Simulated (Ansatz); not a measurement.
# C₂H₄Ge: small, medium and large basis sets

Aim: see how fast density functionals converge with the basis set for C₂H₄Ge.

Computed with Ansatz 0.2.0, Gaussian basis. Level: one geometry, several basis sets.

Plan: PBE0-D4/def2-SVP; ωB97M-V/def2-SVP; PBE0-D4/def2-QZVPP; ωB97M-V/def2-QZVPP; the functionals' def2-TZVPP values are taken from earlier runs.

## (1) Structure used throughout

An earlier PBE0-D4 in a triple-zeta def2 set relaxation fixed the geometry.

SMILES `C#[C][GeH3]`, 7 atoms, charge 0, spin multiplicity 1.

Atoms are counted from 1 here; the program's logs count them from 0.

Bond lengths: C1–C2 1.205 Å, C1–H4 1.066 Å, C2–Ge3 1.899 Å, Ge3–H5 1.533 Å, Ge3–H6 1.533 Å, Ge3–H7 1.533 Å. Angles: C2–C1–H4 180.0°, C1–C2–Ge3 180.0°, C2–Ge3–H5 108.7°, C2–Ge3–H6 108.7°, C2–Ge3–H7 108.7°, H5–Ge3–H6 110.3°, H5–Ge3–H7 110.3°, H6–Ge3–H7 110.3°.

## (2) PBE0-D4 in def2-SVP

in.yaml

```yaml
crystal:
  periodic: [false, false, false]
  atoms:
    - {symbol: C, position_ang: [-0.810403, -1.833472, 0.129138]}
    - {symbol: C, position_ang: [-0.318150, -0.736746, 0.047684]}
    - {symbol: Ge, position_ang: [0.458413, 0.991597, -0.081022]}
    - {symbol: H, position_ang: [-1.245795, -2.803657, 0.201245]}
    - {symbol: H, position_ang: [0.128427, 1.576341, -1.459131]}
    - {symbol: H, position_ang: [-0.127427, 1.876385, 1.025300]}
    - {symbol: H, position_ang: [1.976136, 0.861451, 0.090987]}
basis:
  gaussian: {orbitals: def2-SVP}
hamiltonian: {xc: pbe0, dispersion: d4}
output: {orbitals: {seedname: orbitals}}
```

The runs that follow: ωB97M-V in def2-SVP; PBE0-D4 in def2-QZVPP; ωB97M-V in def2-QZVPP.

**Question.** What will the summary of the whole plan be? Wanted: PBE0-D4: double and triple zeta above quadruple; ωB97M-V: double and triple zeta above quadruple.

**Answer**, as computed:

| quantity | value |
| --- | --- |
| PBE0-D4: double and triple zeta above quadruple | 10.85, 1.34 eV |
| ωB97M-V: double and triple zeta above quadruple | 10.92, 1.30 eV |

PBE0-D4 gains 9.51 eV from double to triple zeta, then 1.34 eV more. These are total energies; as a rule much of such shifts cancels in differences, which this series doesn't test. The LUMO of ωB97M-V is positive and keeps falling with the basis (2.48 to 1.84 eV): an unbound level that the basis holds in place.
